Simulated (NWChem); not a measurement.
**One shape, several levels: CH7PSSi (SMILES C[SiH2]SP)**

Wanted: a comparison of 4 runs (HF/STO-3G, HF/3-21G, B3LYP/6-31G*) of CH7PSSi. 

The results are computed with NWChem 7.3.0.

## (1) The structure to begin with

CH7PSSi has 11 atoms, charge 0, and is taken as a singlet. SMILES: `C[SiH2]SP`. The coordinates come from a PBE0-D4/def2-TZVP relaxation. This is one conformer, not always the lowest.

Bond lengths: C1–Si2 1.864 Å, Si2–S3 2.141 Å, S3–P4 2.118 Å, C1–H5 1.092 Å, C1–H6 1.092 Å, C1–H7 1.093 Å, Si2–H8 1.488 Å, Si2–H9 1.488 Å, P4–H10 1.423 Å, P4–H11 1.423 Å. Some angles: C1–Si2–S3 108.9°, Si2–S3–P4 99.9°, C1–Si2–H8 111.4°, C1–Si2–H9 111.4°, S3–Si2–H8 108.6°, S3–Si2–H9 108.6°, Si2–C1–H5 110.9°, Si2–C1–H6 110.9°, Si2–C1–H7 110.0°, S3–P4–H10 99.1°.

## (2) Energy and gradient at HF/STO-3G (run 1)

Contents of ch7pssi.nw:

```
start ch7pssi
memory total 2200 mb

geometry units angstrom noautosym nocenter noautoz
  C     -0.906200     1.819400     0.142500
  Si     0.187100     0.310400     0.093600
  S     -0.998400    -1.385500    -0.456100
  P      0.485100    -2.896000    -0.417800
  H     -1.706700     1.696500     0.875000
  H     -1.357000     2.005700    -0.834500
  H     -0.319100     2.698300     0.421500
  H      1.282200     0.466200    -0.902100
  H      0.805800     0.045800     1.420900
  H      1.503700    -2.230600    -1.155200
  H      1.089000    -2.587200     0.832700
end

basis spherical bse
  * library STO-3G
end

scf
  thresh 1e-08
  maxiter 80
end

task scf gradient
```

Started as:

```bash
$ nwchem ch7pssi.nw > ch7pssi.out
```

Standard output:

```text
[...]
  functions       =    39
[...]
  wavefunction    = RHF
[...]
         Total SCF energy =  -1057.211749802376
      One-electron energy =  -2022.302321438898
      Two-electron energy =    688.018119670465
 Nuclear repulsion energy =    277.072451966057
        Time for solution =      3.7s
[...]
                         RHF ENERGY GRADIENTS
    atom               coordinates                        gradient
                 x          y          z           x          y          z
   1 C      -1.712470   3.438167   0.269286   -0.002166  -0.005328  -0.001416
   2 Si      0.353568   0.586571   0.176878   -0.022504   0.014153  -0.001975
   3 S      -1.886702  -2.618215  -0.861904   -0.016885  -0.006535  -0.004680
   4 P       0.916706  -5.472646  -0.789528   -0.021109  -0.011480  -0.006430
   5 H      -3.225195   3.205920   1.653510   -0.005788  -0.002277   0.006466
   6 H      -2.564358   3.790223  -1.576976   -0.002728   0.000465  -0.008530
   7 H      -0.603012   5.099048   0.796520    0.007289   0.005659   0.002506
   8 H       2.423007   0.880990  -1.704722    0.023005   0.000922  -0.022609
   9 H       1.522741   0.086549   2.685112    0.012495  -0.008338   0.028491
  10 H       2.841581  -4.215223  -2.183011    0.017547   0.009249  -0.011889
  11 H       2.057912  -4.889099   1.573575    0.010845   0.003511   0.020066
[...]
```

Run time: 6 s. Hardware: 1 thread of Intel Xeon Platinum 8259CL at 2.50GHz (Skylake/Cascade Lake), shared host; peak memory 0.099 GiB.

## (3) Energy and forces at HF/3-21G (run 2)

Contents of ch7pssi.nw:

```
start ch7pssi
memory total 2200 mb

geometry noautosym nocenter noautoz
  C    -0.906200    1.819400    0.142500
  Si    0.187100    0.310400    0.093600
  S    -0.998400   -1.385500   -0.456100
  P     0.485100   -2.896000   -0.417800
  H    -1.706700    1.696500    0.875000
  H    -1.357000    2.005700   -0.834500
  H    -0.319100    2.698300    0.421500
  H     1.282200    0.466200   -0.902100
  H     0.805800    0.045800    1.420900
  H     1.503700   -2.230600   -1.155200
  H     1.089000   -2.587200    0.832700
end

basis spherical bse
  * library 3-21G
end

scf
  thresh 1e-08
  maxiter 80
end

task scf gradient
```

Started as:

```bash
$ nwchem ch7pssi.nw > ch7pssi.out
```

Standard output:

```text
[...]
  functions       =    62
[...]
  wavefunction    = RHF
[...]
         Total SCF energy =  -1063.676047261992
      One-electron energy =  -2022.819586840697
      Two-electron energy =    682.071087612648
 Nuclear repulsion energy =    277.072451966057
        Time for solution =      4.4s
[...]
                         RHF ENERGY GRADIENTS
    atom               coordinates                        gradient
                 x          y          z           x          y          z
   1 C      -1.712470   3.438167   0.269286    0.010293  -0.016001  -0.000790
   2 Si      0.353568   0.586571   0.176878   -0.020553  -0.024312  -0.008518
   3 S      -1.886702  -2.618215  -0.861904    0.046543  -0.009884   0.007896
   4 P       0.916706  -5.472646  -0.789528   -0.036171   0.038912  -0.000537
   5 H      -3.225195   3.205920   1.653510   -0.003420  -0.001382   0.003908
   6 H      -2.564358   3.790223  -1.576976   -0.001576   0.000270  -0.005126
   7 H      -0.603012   5.099048   0.796520    0.003679   0.003130   0.001314
   8 H       2.423007   0.880990  -1.704722    0.000216   0.001627  -0.000506
   9 H       1.522741   0.086549   2.685112   -0.000109   0.001339   0.001010
  10 H       2.841581  -4.215223  -2.183011    0.000117   0.002777   0.002787
  11 H       2.057912  -4.889099   1.573575    0.000983   0.003525  -0.001437
[...]
```

Run time: 7.5 s. Hardware: 1 thread of Intel Xeon Platinum 8259CL at 2.50GHz (Skylake/Cascade Lake), shared host; peak memory 0.099 GiB.

## (4) Energy and gradient at B3LYP/6-31G(d) (spherical functions) (run 3)

Contents of a.xyz:

```xyz
11
CH7PSSi
C     -0.906200     1.819400     0.142500
Si     0.187100     0.310400     0.093600
S     -0.998400    -1.385500    -0.456100
P      0.485100    -2.896000    -0.417800
H     -1.706700     1.696500     0.875000
H     -1.357000     2.005700    -0.834500
H     -0.319100     2.698300     0.421500
H      1.282200     0.466200    -0.902100
H      0.805800     0.045800     1.420900
H      1.503700    -2.230600    -1.155200
H      1.089000    -2.587200     0.832700
```

Contents of a.nw:

```
start a
title "CH7PSSi"
memory stack 880 mb heap 220 mb global 1100 mb

geometry units angstroms noautosym nocenter noautoz
  load a.xyz
end

basis spherical bse
  * library 6-31G*
end

dft
  xc b3lyp
  mult 1
  grid xfine
  convergence energy 1e-08
  iterations 100
  mulliken
end

task dft gradient
```

Started as:

```bash
$ nwchem a.nw > a.out
```

Standard output:

```text
[...]
          Wavefunction type:  closed shell.
          No. of atoms     :    11
          No. of electrons :    58
[...]
          Charge           :     0
          Spin multiplicity:     1
[...]
          AO basis - number of functions:    82
[...]
              XC Information
              --------------
                         B3LYP Method XC Potential
                     Hartree-Fock (Exact) Exchange  0.200
                        Slater Exchange Functional  0.800 local
                    Becke 1988 Exchange Functional  0.720 non-local
              Lee-Yang-Parr Correlation Functional  0.810
                  VWN I RPA Correlation Functional  0.190 local
[...]
 d= 0,ls=0.0,diis     1  -1071.3312934316 -1.35D+03  1.11D-02  3.62D-01     7.3
[...]
 d= 0,ls=0.0,diis     8  -1071.3804686287  7.12D-09  4.27D-06  1.93D-07    47.9
         Total DFT energy =    -1071.380468628694
      One electron energy =    -2030.851864303772
           Coulomb energy =      760.427382376092
    Exchange-Corr. energy =      -78.028438667071
 Nuclear repulsion energy =      277.072451966057
[...]
      Total Density - Mulliken Population Analysis
     ---------------------------------------------
    Atom       Charge   Shell Charges
 -----------   ------   -------------------------------------------------------
    1 C    6     6.67   2.00  0.67  2.14  0.68  1.16  0.02
    2 Si  14    13.57   2.00  2.00  5.96  1.00  1.86  0.23  0.32  0.19
    3 S   16    16.28   2.00  2.00  5.97  1.36  3.09  0.54  1.27  0.04
    4 P   15    14.96   2.00  2.00  5.97  1.26  2.35  0.53  0.74  0.12
    5 H    1     0.82   0.52  0.30
    6 H    1     0.82   0.52  0.30
    7 H    1     0.82   0.52  0.30
    8 H    1     1.06   0.51  0.55
    9 H    1     1.06   0.51  0.55
   10 H    1     0.97   0.51  0.46
[...]
  wavefunction    = closed shell
[...]
```

It took 69 s on 1 thread of Intel Xeon Platinum 8259CL at 2.50GHz (Skylake/Cascade Lake), shared host; peak memory 0.15 GiB.

## (5) Energy and forces at B3LYP/6-31G(d) (Cartesian functions) (run 4)

Contents of ch7pssi.nw:

```
start ch7pssi
memory 2200 mb
charge 0

geometry noautosym nocenter noautoz
C    -0.906200    1.819400    0.142500
Si    0.187100    0.310400    0.093600
S    -0.998400   -1.385500   -0.456100
P     0.485100   -2.896000   -0.417800
H    -1.706700    1.696500    0.875000
H    -1.357000    2.005700   -0.834500
H    -0.319100    2.698300    0.421500
H     1.282200    0.466200   -0.902100
H     0.805800    0.045800    1.420900
H     1.503700   -2.230600   -1.155200
H     1.089000   -2.587200    0.832700
end

basis cartesian
C library 6-31G*
Si library 6-31G*
S library 6-31G*
P library 6-31G*
H library 6-31G*
end

dft
xc b3lyp
grid xfine
convergence energy 1e-08
maxiter 100
mulliken
print medium
end

task dft gradient
```

Started as:

```bash
$ nwchem ch7pssi.nw > ch7pssi.out
```

Standard output:

```text
[...]
          Wavefunction type:  closed shell.
          No. of atoms     :    11
          No. of electrons :    58
[...]
          Charge           :     0
          Spin multiplicity:     1
[...]
          AO basis - number of functions:    86
[...]
              XC Information
              --------------
                         B3LYP Method XC Potential
                     Hartree-Fock (Exact) Exchange  0.200
                        Slater Exchange Functional  0.800 local
                    Becke 1988 Exchange Functional  0.720 non-local
              Lee-Yang-Parr Correlation Functional  0.810
                  VWN I RPA Correlation Functional  0.190 local
[...]
 d= 0,ls=0.0,diis     1  -1071.3360118158 -1.35D+03  1.21D-02  5.62D-01     7.6
[...]
 d= 0,ls=0.0,diis     8  -1071.3882703632  7.88D-09  4.40D-06  2.14D-07    50.4
         Total DFT energy =    -1071.388270363178
      One electron energy =    -2030.669685343119
           Coulomb energy =      760.180762246158
    Exchange-Corr. energy =      -77.971799232275
 Nuclear repulsion energy =      277.072451966057
[...]
      Total Density - Mulliken Population Analysis
     ---------------------------------------------
    Atom       Charge   Shell Charges
 -----------   ------   -------------------------------------------------------
    1 C    6     6.67   1.99  0.67  2.14  0.68  1.16  0.02
    2 Si  14    13.57   2.00  1.99  5.96  1.04  1.86  0.23  0.32  0.16
    3 S   16    16.28   2.00  1.99  5.97  1.40  3.10  0.55  1.27  0.01
    4 P   15    14.96   2.00  1.99  5.97  1.30  2.35  0.53  0.73  0.09
    5 H    1     0.82   0.52  0.30
    6 H    1     0.82   0.52  0.30
    7 H    1     0.82   0.52  0.30
    8 H    1     1.06   0.51  0.55
    9 H    1     1.06   0.51  0.55
   10 H    1     0.97   0.51  0.46
[...]
  wavefunction    = closed shell
[...]
```

It took 72 s on 1 thread of Intel Xeon Platinum 8259CL at 2.50GHz (Skylake/Cascade Lake), shared host; peak memory 0.16 GiB.

## (6) All runs side by side

| run | level | iteration cap | module | energy (Eh) | dipole moment (D) | HOMO energy (eV) | LUMO energy (eV) | wall time |
| --- | --- | --- | --- | --- | --- | --- | --- | --- |
| 1 | HF/STO-3G | 80 | scf | -1057.211750 | 1.62 | -6.88 | 9.78 | 6 s |
| 2 | HF/3-21G | 80 | scf | -1063.676047 | 3.30 | -10.26 | 2.91 | 7.5 s |
| 3 | B3LYP/6-31G* (spherical functions) | 100 | dft | -1071.380469 | 2.21 | -6.98 | -0.55 | 69 s |
| 4 | B3LYP/6-31G* (Cartesian functions) | 100 | dft | -1071.388270 | 2.20 | -6.98 | -0.55 | 72 s |

## (7) What came out

```
                       quantity           value
            run 4: total energy  -1071.38827 Eh
           run 4: dipole moment          2.20 D
             run 4: HOMO energy        -6.98 eV
             run 4: LUMO energy        -0.55 eV
           run 4: HOMO–LUMO gap         6.44 eV
run 4: largest force on an atom      0.613 eV/Å
```

The dipole moment (its size) runs from 1.62 D (HF/STO-3G) to 3.30 D (HF/3-21G). The HOMO–LUMO gap runs from 6.44 eV (B3LYP/6-31G*) to 16.65 eV (HF/STO-3G). The two ends differ in method and basis. In run 1 the basis is minimal, so the values are rough. All runs together took 2.6 min, the longest 72 s.
